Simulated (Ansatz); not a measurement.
**CH4AlBrSe: small, medium and large basis sets**

The task here is to estimate one member of a computed series from the others.

Program: Ansatz 0.2.0, Gaussian basis. Level of theory: one geometry, several basis sets. These are calculated values, not measurements.

The runs, in order: PBE0-D4/def2-SVP; ωB97M-V/def2-SVP; PBE0-D4/def2-QZVPP; ωB97M-V/def2-QZVPP; the functionals' def2-TZVPP values are taken from earlier runs.

**The geometry**

An earlier PBE0-D4 in a triple-zeta def2 set relaxation fixed the geometry.

SMILES `C[Se][AlH][Br]`, 8 atoms, charge 0, spin multiplicity 1.

Atoms are counted from 1 here; the program's logs count them from 0.

Bond lengths: C1–Se2 1.963 Å, C1–H5 1.087 Å, C1–H6 1.088 Å, C1–H7 1.088 Å, Se2–Al3 2.292 Å, Al3–Br4 2.261 Å, Al3–H8 1.572 Å. Angles: Se2–C1–H5 110.6°, Se2–C1–H6 107.8°, Se2–C1–H7 107.7°, H5–C1–H6 110.2°, H5–C1–H7 110.2°, H6–C1–H7 110.3°, C1–Se2–Al3 101.6°, Se2–Al3–Br4 119.5°, Se2–Al3–H8 120.7°, Br4–Al3–H8 119.8°.

As a file:

```tsv
atom	x (Å)	y (Å)	z (Å)
C1	0.3147	1.4269	-0.1700
Se2	-0.5625	0.4126	1.2630
Al3	-0.4762	-1.7228	0.4351
Br4	0.4816	-2.0994	-1.5786
H5	0.6291	0.7637	-0.9722
H6	-0.3985	2.1572	-0.5452
H7	1.1777	1.9299	0.2603
H8	-1.0739	-2.9253	1.2517
```

Set-up of the first run:

File in.yaml:

```yaml
crystal:
  periodic: [false, false, false]
  atoms:
    - {symbol: C, position_ang: [0.314738, 1.426939, -0.169981]}
    - {symbol: Se, position_ang: [-0.562538, 0.412552, 1.262978]}
    - {symbol: Al, position_ang: [-0.476190, -1.722794, 0.435146]}
    - {symbol: Br, position_ang: [0.481613, -2.099378, -1.578590]}
    - {symbol: H, position_ang: [0.629125, 0.763693, -0.972190]}
    - {symbol: H, position_ang: [-0.398482, 2.157237, -0.545178]}
    - {symbol: H, position_ang: [1.177697, 1.929917, 0.260341]}
    - {symbol: H, position_ang: [-1.073861, -2.925266, 1.251675]}
basis:
  gaussian: {orbitals: def2-SVP}
hamiltonian: {xc: pbe0, dispersion: d4}
output: {orbitals: {seedname: orbitals}}
```

Launch:

```console
$ ansatz run in.yaml --threads 4 --pin off --events-out ev --progress --plain --max-ram 10444MiB
```

Among the steps run: PBE0-D4 in def2-SVP; ωB97M-V in def2-SVP; PBE0-D4 in def2-QZVPP; ωB97M-V in def2-QZVPP.

One table of the session follows, with a row left open; its other results are not shown here.

It belongs to the step «Density functionals: the series». 

| functional | basis | HOMO (eV) |
| --- | --- | --- |
| PBE0-D4 | def2-SVP | -7.05 |
| PBE0-D4 | def2-TZVPP | -7.11 |
| PBE0-D4 | def2-QZVPP | -7.12 |
| ωB97M-V | def2-SVP | -9.12 |
| ωB97M-V | def2-TZVPP | -9.22 |
| ωB97M-V | def2-QZVPP | ? |

Q: Estimate the row for ωB97M-V, def2-QZVPP from the others.

As computed: HOMO (eV): -9.23. In the column «HOMO (eV)» it is the lowest.
